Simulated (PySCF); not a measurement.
Molecule: Cl2GaBr, in a box.

```
Cl Ga Br
1.0
    12.00000    0.00000    0.00000
     0.00000   13.00000    0.00000
     0.00000    0.00000   12.00000
Cl Ga Br
2 1 1
Direct
  0.59108 0.53940 0.61950
  0.44975 0.35863 0.43483
  0.48523 0.51195 0.48180
  0.41108 0.64460 0.38616
```

Base run:

```yaml
Program: PySCF 2.14.0
Functional: r2SCANh
Potentials_or_basis: 6-31g* (all-electron)
k_mesh: 1 × 1 × 1
Occupations: fixed
Spin: no spin polarisation
```

Its results: gap between the frontier levels 5.98 eV.

After a change of settings the same cell gave: gap between the frontier levels 6.04 eV. Which change was it?
A. functional from r2SCANh to PBE
B. functional from r2SCANh to BHandHLYP; dispersion from none to D3(BJ)
C. functional from r2SCANh to HCTH407
D. functional from r2SCANh to TASK

D.

Caveats: this is a molecule in a periodic box at the Γ point, so its band gap is the HOMO-LUMO gap; relativity is left out, which matters for the heavier elements; the basis of atomic orbitals isn't converged, which shifts pressures, moduli and gaps.
